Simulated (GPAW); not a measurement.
A run of GPAW 26.7.0:

File run.py:

```python
from ase import Atoms
from ase.dft.bandgap import bandgap
from ase.io import write
from ase.units import GPa
from gpaw import GPAW, PW, setup_paths

setup_paths.insert(0, '.')

atoms = Atoms(['Ge', 'Ge', 'Ge', 'Ge', 'Ge', 'Ge', 'V', 'V'],
              cell=[[4.768, 0.0, 0.0],
                    [0.0, 4.768, 0.0],
                    [0.0, 0.0, 4.768]],
              scaled_positions=[[0.0, 0.5, 0.25],
                                [0.0, 0.5, 0.75],
                                [0.5, 0.25, 0.0],
                                [0.75, 0.0, 0.5],
                                [0.5, 0.75, 0.0],
                                [0.25, 0.0, 0.5],
                                [0.5, 0.5, 0.5],
                                [0.0, 0.0, 0.0]],
              pbc=True)
atoms.set_initial_magnetic_moments([0.0, 0.0, 0.0, 0.0, 0.0, 0.0, 2.0, 2.0])

calc = GPAW(mode=PW(600),
            xc='PBEsol',
            kpts={'size': (5, 5, 5), 'gamma': True},
            occupations={'name': 'fermi-dirac', 'width': 0.05},
            setups={'V': ':d,3.0'},
            nbands=47,
            convergence={'density': 1e-05, 'energy': 1e-05},
            maxiter=150,
            txt='gpaw.txt')
atoms.calc = calc
energy = atoms.get_potential_energy()
forces = atoms.get_forces()
stress = atoms.get_stress()
calc.write('gs.gpw')
write('result.traj', atoms)
print(f'Energy: {energy:.6f} eV')
print('Forces (eV/A):')
print(forces.round(4))
print('Stress (GPa):', (stress / GPa).round(3))
print('Moments:', calc.get_magnetic_moments().round(3))
print('Fermi level:', round(calc.get_fermi_level(), 4), 'eV')
print(f'Gap: {bandgap(calc)[0]:.4f} eV, direct: {bandgap(calc, direct=True)[0]:.4f} eV')

path = atoms.cell.bandpath('GXMGRX,MR', npoints=100, eps=1e-4)
bs_calc = calc.fixed_density(kpts=path, symmetry='off', nbands=70,
                             convergence={'bands': 'CBM+6.0', 'eigenstates': 1e-6}, txt='bands.txt')
bs = bs_calc.band_structure()
bs.write('bs.json')
print(f'Gap on the path: {bandgap(bs_calc)[0]:.4f} eV')
```

Potentials or basis: PAW data sets generated in the run's folder for this functional, pw.

Run with:

```sh
$ gpaw-setup -f PBEsol Ge V
$ OMP_NUM_THREADS=1 python run.py
```

Hardware: 1 thread of AMD EPYC 9R45 96-Core Processor (Zen 5), with other jobs on the host.

**Question.** Estimate the wall time of this run.

**Answer.** Run time: 5 min on 1 thread of AMD EPYC 9R45 96-Core Processor (Zen 5), with other jobs on the host, peak memory 1.2 GiB. Counts: scf iterations 22, plane waves 3695, bands 47, k points 11.
